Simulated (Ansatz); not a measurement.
# FTi: the cost of one run

The runs use Ansatz 0.2.0, Gaussian basis; def2-QZVPP, core rule «outside noble gas», up to 10 orbitals frozen.

Plan: UHF; ROHF; CCSD(T) on UHF.

2 further runs of the same task are left out: 2 set aside as unsound or not needed. Runs told in other sessions of the task aren't counted.

### 1 What is computed

The geometry is a PBE0/def2-TZVP stationary point (not a proven minimum) of the parent state, kept for this charge and spin.

2 atoms, charge 1, spin multiplicity 3.

Atoms are counted from 1 here; the program's logs count them from 0.

Bond lengths: Ti1–F2 1.709 Å.

### 2 UHF

The input, in.yaml:

```yaml
crystal:
  periodic: [false, false, false]
  atoms:
    - {symbol: Ti, position_ang: [0.000000, 0.000000, 0.000000]}
    - {symbol: F, position_ang: [0.000000, 0.000000, 1.708600]}
basis:
  gaussian: {orbitals: "def2-QZVPP.json"}
total_charge: 1
magnetization: {spin_polarized: true, initial_magnetization: 2}
hamiltonian: {xc: hf}
output: {orbitals: {seedname: orbitals}}
```

Launch:

```console
ansatz run in.yaml --threads 1 --pin off --events-out ev --progress --plain --max-ram 4096MiB --backend cpu
```

What time and memory should one allow on 1 thread of AMD EPYC 7R13, shared host?

About 34 s, with a peak of 0.39 GiB.
